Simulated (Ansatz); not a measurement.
Run this with Ansatz 0.2.0, Python API and show what comes out.

Script `hg4pt.py`:
```python
# -*- coding: utf-8 -*-
import csv

import ansatz as az

system = (
    az.Lattice.bcc(6.2001)
    .space_group(229)
    .atom("Hg", (0.25, 0.25, 0.25))
    .atom("Pt", (0.0, 0.0, 0.0))
    .primitive()
)

setup = (
    system.calculation()
    .functional("r2scan")
    .kpoints(6, 6, 6)
    .occupations("Fermi-Dirac", width=0.1)
    .forces()
    .stress()
)

rows = []
for value in [250, 350, 450, 550, 650, 750]:
    summary = setup.basis(value).run().report
    rows.append((value, summary["free_energy_ev"] / len(summary["lattice"]["sites"]), summary["n_iterations"], sum(summary["stress_gpa"][i][i] for i in range(3)) / 3, max(abs(f) for row in summary["forces_ev_ang"] for f in row), summary["n_pw"]))

with open("ecut.csv", "w", newline="") as handle:
    writer = csv.writer(handle)
    writer.writerow(["cutoff (eV)", "F/atom (eV)", "iterations", "P (GPa)", "max component (eV/A)", "plane waves"])
    writer.writerows([round(v, 5) if isinstance(v, float) else v for v in row] for row in rows)

for row in rows[:-1]:
    shift = 1000 * (row[1] - rows[-1][1])
    print(f"{row[0]}: {shift:+.2f} meV/atom" + ("  (within 5 meV)" if abs(shift) < 5 else ""))
```

```console
$ python hg4pt.py
DeckWarning: basis.ecutwfc = 250 eV is below the records' recommended 500 eV, and the density's cutoff is lower with it unless basis.ecutrho_ratio is high enough to keep the records' density cutoff: compare with a run at a higher cutoff
DeckWarning: basis.ecutwfc = 350 eV is below the records' recommended 500 eV, and the density's cutoff is lower with it unless basis.ecutrho_ratio is high enough to keep the records' density cutoff: compare with a run at a higher cutoff
DeckWarning: basis.ecutwfc = 450 eV is below the records' recommended 500 eV, and the density's cutoff is lower with it unless basis.ecutrho_ratio is high enough to keep the records' density cutoff: compare with a run at a higher cutoff
250: +1505.56 meV/atom
350: +14.15 meV/atom
450: +4.56 meV/atom  (within 5 meV)
550: +1.32 meV/atom  (within 5 meV)
650: +0.53 meV/atom  (within 5 meV)
```
(Warnings from the package without file and line.)

It writes `ecut.csv`:
```csv
cutoff (eV),F/atom (eV),iterations,P (GPa),max component (eV/A),plane waves
250,-13568.2568,9,5.26123,0.0,1055
350,-13569.74821,8,3.39468,0.0,1745
450,-13569.7578,8,3.35349,0.0,2587
550,-13569.76104,8,3.34631,0.0,3511
650,-13569.76183,8,3.34432,0.0,4537
750,-13569.76236,8,3.34232,0.0,5473
```

From 450 eV on it stays within 5 meV an atom of the value at 750 eV; the first row (250 eV) is off by 1505.6 meV and the last but one by 0.53 meV. The energy falls steadily, as expected when plane waves are added. The pressure moves from 5.26 to 3.34 GPa (the program's stress holds a Pulay correction, so it settles early). The last run costs about 3.5 times the first.

Reading the output:
- No spin polarisation was allowed.
- The mesh is modest for a metal, so energies can be off by several to tens of meV an atom and pressures by half a GPa or more; differences at equal mesh fare better.
- Forces vanish by symmetry here and test nothing.
- Pressure is positive in compression.
- Spin-orbit coupling, which matters for elements this heavy, is left out.
- The starting cell is as deposited in a crystallographic database; the results hold for this polymorph, which needn't be the stable one.
- Shifts are counted from the last row, which is itself no proven limit.
- Wall time of the script: 72 s on 1 thread of Arm Neoverse V2 (shared host), peak memory 1.1 GiB.
